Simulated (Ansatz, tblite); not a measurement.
# The cluster Na8H7+: one state, many levels

Aim: run the singlet of the cluster Na8H7+ at one geometry on many levels, and compare frontier levels, spin and run time.

Method: as each input shows; program: Ansatz 0.2.0, Gaussian basis.

Plan: GFN1-xTB, GFN2-xTB, PBE-D4/def2-TZVP, r2SCAN-D4/def2-TZVP, HSE06-D4/def2-TZVP, CAM-B3LYP-D4/def2-TZVP, ωB97M-V/def2-TZVP, PBE-D4/def2-SVP, PBE0-D4/def2-SVP, CCSD(T)/def2-SVP, MP2/def2-TZVP.

3 further runs of the same task are left out: 1 that didn't finish, 2 set aside as unsound or not needed. Runs told in other sessions of the task aren't counted.

## (1) The relaxed structure

The singlet was relaxed beforehand with PBE0-D4/def2-SVP. At that level it is the lowest of the isomers that a small search found.

15 atoms, charge 1, spin multiplicity 1.

Bond lengths: Na1–Na7 3.019 Å, Na1–H12 2.092 Å, Na1–H13 2.104 Å, Na2–Na4 3.018 Å, Na2–H9 2.105 Å, Na2–H15 2.090 Å, Na3–Na4 3.186 Å, Na3–Na7 3.186 Å, Na3–H12 2.186 Å, Na3–H14 2.190 Å, Na4–Na6 3.017 Å, Na4–Na8 3.185 Å, Na4–H9 2.321 Å, Na4–H10 2.098 Å, Na4–H14 2.311 Å, Na4–H15 2.313 Å, Na5–Na7 3.018 Å, Na5–H11 2.092 Å and more. Angles: Na7–Na1–H12 49.8°, Na7–Na1–H13 50.1°, H12–Na1–H13 100.0°, Na4–Na2–H9 50.1°, Na4–Na2–H15 49.9°, H9–Na2–H15 100.0°, Na4–Na3–Na7 82.4°, Na4–Na3–H12 128.9°, Na4–Na3–H14 46.5°, Na7–Na3–H12 46.5°, Na7–Na3–H14 128.9°, H12–Na3–H14 175.4°, Na2–Na4–Na3 175.3°, Na2–Na4–Na6 88.2°, Na2–Na4–Na8 87.1°, Na2–Na4–H9 44.1°, Na2–Na4–H10 135.8°, Na2–Na4–H14 131.9° and more.

The ion is computed in the gas phase, without counter-ions or solvent.

PBE0-D4/def2-TZVP was run before; its log isn't repeated, and its numbers join the tables.

## (2) GFN1-xTB

Tight binding, by tblite at 300 K electronic temperature and without a spin-polarisation term:

```python
tblite.interface.Calculator('GFN1-xTB', numbers, positions, charge=1, uhf=0).singlepoint()
```

Energy -163.0655 eV, HOMO -12.25 eV, LUMO -8.62 eV; 0.006 s.

## (3) GFN2-xTB

Tight binding, by tblite at 300 K electronic temperature and without a spin-polarisation term:

```python
tblite.interface.Calculator('GFN2-xTB', numbers, positions, charge=1, uhf=0).singlepoint()
```

Energy -141.6397 eV, HOMO -13.36 eV, LUMO -8.90 eV; 0.008 s.

## (4) PBE-D4/def2-TZVP

start.molden holds the orbitals of an earlier run on this state, given as this run's starting guess.

in.yaml reads:

```yaml
crystal:
  periodic: [false, false, false]
  atoms:
    - {symbol: Na, position_ang: [1.793025, 4.403864, -0.022418]}
    - {symbol: Na, position_ang: [-1.793011, -4.403610, 0.034539]}
    - {symbol: Na, position_ang: [2.391118, 0.170182, 0.016181]}
    - {symbol: Na, position_ang: [0.148889, -2.093119, 0.016709]}
    - {symbol: Na, position_ang: [-2.393286, 4.110251, -0.053741]}
    - {symbol: Na, position_ang: [2.394806, -4.107617, 0.065629]}
    - {symbol: Na, position_ang: [-0.148972, 2.092018, -0.027546]}
    - {symbol: Na, position_ang: [-2.390665, -0.170918, -0.019703]}
    - {symbol: H, position_ang: [0.311650, -4.408680, 0.047942]}
    - {symbol: H, position_ang: [-0.002578, -0.001151, -0.010416]}
    - {symbol: H, position_ang: [-2.456927, 2.019437, -0.040922]}
    - {symbol: H, position_ang: [2.148595, 2.342460, -0.006585]}
    - {symbol: H, position_ang: [-0.310704, 4.410379, -0.043482]}
    - {symbol: H, position_ang: [2.458128, -2.018422, 0.038982]}
    - {symbol: H, position_ang: [-2.150077, -2.345054, 0.004832]}
basis:
  gaussian: {orbitals: def2-TZVP, initial_orbitals: start.molden}
total_charge: 1
hamiltonian: {xc: pbe, dispersion: d4}
scf: {omitted_lower_state_checks: [starts]}
output: {forces: true, orbitals: {seedname: orbitals}}
```

Command:

```bash
> ansatz run in.yaml --threads 4 --pin off --events-out ev --progress --plain --max-ram 4787MiB
```

The runs that follow: r2SCAN-D4/def2-TZVP; HSE06-D4/def2-TZVP; CAM-B3LYP-D4/def2-TZVP; ωB97M-V/def2-TZVP; PBE-D4/def2-SVP; PBE0-D4/def2-SVP; CCSD(T)/def2-SVP; MP2/def2-TZVP.

Q: Predict the results of all the runs planned. Wanted: gap in def2-TZVP, named functionals, smallest and largest; correlation energy, CCSD(T)/def2-SVP; correlation energy, MP2/def2-TZVP; PBE0 total energy, smallest basis above largest.

**Answer**, as computed:

```
                                                 quantity                                value
gap in def2-TZVP, named functionals, smallest and largest  3.52 eV (PBE-D4), 7.98 eV (ωB97M-V)
                     correlation energy, CCSD(T)/def2-SVP                             -6.06 eV
                        correlation energy, MP2/def2-TZVP                            -40.33 eV
          PBE0 total energy, smallest basis above largest       13.09 eV (def2-SVP, def2-TZVP)
```

**Reading.** Orbital gaps of the named functionals in def2-TZVP span 3.52 eV (PBE-D4) to 7.98 eV (ωB97M-V); exact exchange widens it.
